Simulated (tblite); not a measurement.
# ClFGeH4: the cost of one run

Computed with tblite 0.8.0 and PySCF 2.14.0; each step states its level. No surroundings beyond the atoms listed, unless a continuum is named. Atoms count from 0, parts from 1.

### 1 Starting point

7 atoms, charge 0, multiplicity 1; geometry: rigid parts in contact. Parts: 1 = atoms 0–4, `[F][GeH3]`, charge 0; 2 = atoms 5–6, `Cl`, charge 0.

### 2 Docking the parts with GFN2-xTB

What the job is given:

```
{"job": {"kind": "dock", "xc": "GFN2-xTB", "basis": "xTB"}, "charge": 0, "multiplicity": 1, "parts": [{"atoms": "0-4", "charge": 0, "multiplicity": 1}, {"atoms": "5-6", "charge": 0, "multiplicity": 1}]}
Ge     0.093402    -0.037157     0.095706
F     -1.073649     0.426350    -1.100396
H      1.176299    -0.679373    -0.707173
H      0.471437     1.259862     0.732095
H     -0.667489    -0.969682     0.979769
Cl    -0.677536     0.303805     3.097506
H     -1.060315     0.267798     4.315375
```

Method: GFN2-xTB search for minima from random contacts, gas phase.

The run is started by

```bash
OMP_NUM_THREADS=1 python cluster_run.py task.json out
```

One launch serves the whole session: the jobs run in the order shown.

Q: Estimate the wall time of this first job on 1 thread of Arm Neoverse N1, shared host.

About 2 s.
